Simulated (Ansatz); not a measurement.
# GaN: the cost of one run

All numbers are computed with the Python package of Ansatz 0.2.0. The levels of theory stand in the script.

## (1) Starting point

Symmetry: F-43m, No. 216, cubic system. The conventional cell has a = 4.507 Å, b = 4.507 Å, c = 4.507 Å, α = 90.00°, β = 90.00°, γ = 90.00°. Ga (site symmetry -43m) has 4 N at 1.95 Å as nearest neighbours. N (site symmetry -43m) is surrounded by 4 Ga at 1.95 Å.

gan.cif, read by the script:

```cif
data_GaN
_cell_length_a 3.186931
_cell_length_b 3.186931
_cell_length_c 3.186931
_cell_angle_alpha 60.00000
_cell_angle_beta 60.00000
_cell_angle_gamma 60.00000
_symmetry_space_group_name_H-M 'P 1'
_symmetry_Int_Tables_number 1
loop_
_symmetry_equiv_pos_as_xyz
'x, y, z'
loop_
_atom_site_label
_atom_site_type_symbol
_atom_site_fract_x
_atom_site_fract_y
_atom_site_fract_z
Ga1 Ga    0.000000    0.000000    0.000000
N2 N    0.750000    0.750000    0.750000
```

## (2) The script

run_soc.py reads:

```python
"""What spin-orbit coupling does to the bands of GaN."""

import warnings

import ansatz as az
from ase.io import read

config = {
    "xc": "PBE",
    "smearing": "Marzari-Vanderbilt",
    "width_ev": 0.02,
    "ecut": 450,
}


def main() -> None:
    warnings.simplefilter("ignore", az.DeckWarning)

    atoms = read("gan.cif")
    structure = az.Crystal.from_ase(atoms)

    job = structure.calculation()
    job = job.functional(config["xc"])
    job = job.kpoints(8)
    job = job.occupations(config["smearing"], width=config["width_ev"])
    job = job.basis(config["ecut"]).band_table()
    for label, variant in (("scalar-relativistic", job), ("spin-orbit", job.spin(soc=True))):
        r = variant.run(threads=1, pin="off").report
        zero = r["band_edges_ev"][0] if r.get("band_edges_ev") else r["fermi_energy_ev"]
        near = [round(e - zero, 3) for e in r["eigenvalues_ev"][0] if abs(e - zero) < 4]
        print(label)
        print("  band edges (eV):", [round(e, 3) for e in r.get("band_edges_ev") or []] or "none reported")
        print("  levels at k =", r["kpoints_frac"][0], "within 4 eV of the zero:", near)


if __name__ == "__main__":
    main()
```

## (3) What the engine is handed

The package turns the script's settings into the engine's input (first run):

```yaml
crystal:
  lattice:
    - [3.186931, 0.0, 0.0]
    - [1.5934655000000004, 2.7599632061081447, 0.0]
    - [1.5934655000000004, 0.9199877353693817, 2.6021182651525785]
  atoms:
    - { symbol: Ga, position: [0.0, 0.0, 0.0] }
    - { symbol: "N", position: [0.7500000000000001, 0.75, 0.75] }
basis:
  ecutwfc: 450.0
kpoints:
  mp_grid:
    grid: [8, 8, 8]
hamiltonian:
  xc: pbe
scf:
  occupations:
    method: cold
    width: 0.02
output:
  eigenvalues: true
```

## (4) The run

On the command line:

```
python run_soc.py
```

Q: Estimate wall time and peak memory on 1 thread of Arm Neoverse V1, shared host.

About 6.3 s, with a peak of 0.5 GiB.
